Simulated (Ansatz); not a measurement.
CH5BCl3P, SMILES [PH3+][BH2-]C(Cl)(Cl)Cl, a geometry optimisation

Program: Ansatz's Python interface.

The script reads `ch5bcl3p.xyz`:
```text
11

P    -1.54310   -0.07580    0.20720
B     0.16300    0.72420   -0.06260
C     1.34700   -0.36760   -0.15620
Cl    1.08490   -1.47540   -1.52800
Cl    2.89240    0.47890   -0.40750
Cl    1.46350   -1.31170    1.35140
H    -1.54880   -0.80460    1.41130
H    -1.84820   -0.93410   -0.86580
H    -2.51910    0.93600    0.27800
H     0.37990    1.46940    0.84230
H     0.12850    1.36070   -1.07010
```

`opt_ch5bcl3p.py`
```python
"""Relax the CH5BCl3P molecule."""

import ansatz as az
import numpy as np

geometry = az.Crystal.molecule_from_extxyz("ch5bcl3p.xyz")

base = (
    geometry.calculation()
    .basis(gaussian="def2-SVP")
    .functional("pbe")
)
symbols = [site.symbol for site in geometry.cartesian_sites]
start = np.array([site.position_ang for site in geometry.cartesian_sites], dtype=float)
def progress(event):
    if event["event"] == "relax_step":
        row = event["data"]
        print(f"step {row['step']:3d}  E = {row['lagrangian_ev']:.6f} eV  max force {row['allowed_force_max_ev_ang']:.4f} eV/A")


report = base.relax(force_tolerance=0.005, max_steps=100).session().plan().execute(on_event=progress).report
end = np.array(report["positions_ang"])

print(f"E = {report['free_energy_ev']:.6f} eV = {report['free_energy_ev'] / 27.211386246:.7f} Ha")
print("converged:", report["converged"], " doubts:", report["published_state_doubts"] or "none")

print("bond        before    after (A)")
for i, j in [(0, 1), (0, 6), (0, 7), (0, 8), (1, 2), (1, 9), (1, 10), (2, 3), (2, 4), (2, 5)]:
    d0, d1 = (np.linalg.norm(xyz[i] - xyz[j]) for xyz in (start, end))
    print(f"{symbols[i]}{i}-{symbols[j]}{j}".ljust(10), f"{d0:8.4f} {d1:8.4f}")
```

```console
$ python opt_ch5bcl3p.py
step   1  E = -48612.401867 eV  max force 1.2094 eV/A
step   2  E = -48612.661698 eV  max force 0.4148 eV/A
step   3  E = -48612.682138 eV  max force 0.2317 eV/A
step   4  E = -48612.680404 eV  max force 0.3195 eV/A
step   5  E = -48612.685912 eV  max force 0.0456 eV/A
step   6  E = -48612.686048 eV  max force 0.0158 eV/A
step   7  E = -48612.686062 eV  max force 0.0028 eV/A
E = -48612.686097 eV = -1786.4832632 Ha
converged: True  doubts: none
bond        before    after (A)
P0-B1        1.9036   1.9510
P0-H6        1.4075   1.4260
P0-H7        1.4075   1.4260
P0-H8        1.4076   1.4249
B1-C2        1.6133   1.6213
B1-H9        1.1921   1.2256
B1-H10       1.1922   1.2256
C2-Cl3       1.7826   1.8261
C2-Cl4       1.7799   1.7931
C2-Cl5       1.7826   1.8261
```

Total energies depend on the basis set; only differences at equal settings carry meaning. The end point is the stationary point reached from this start; no frequency run checks that it is a minimum, and the basis set is modest. Timing: 45 s on 1 thread of Arm Neoverse V2, with other jobs on the host, peak memory 0.25 GiB.

(Lines on the test bed's own set-up are left out of the output.)
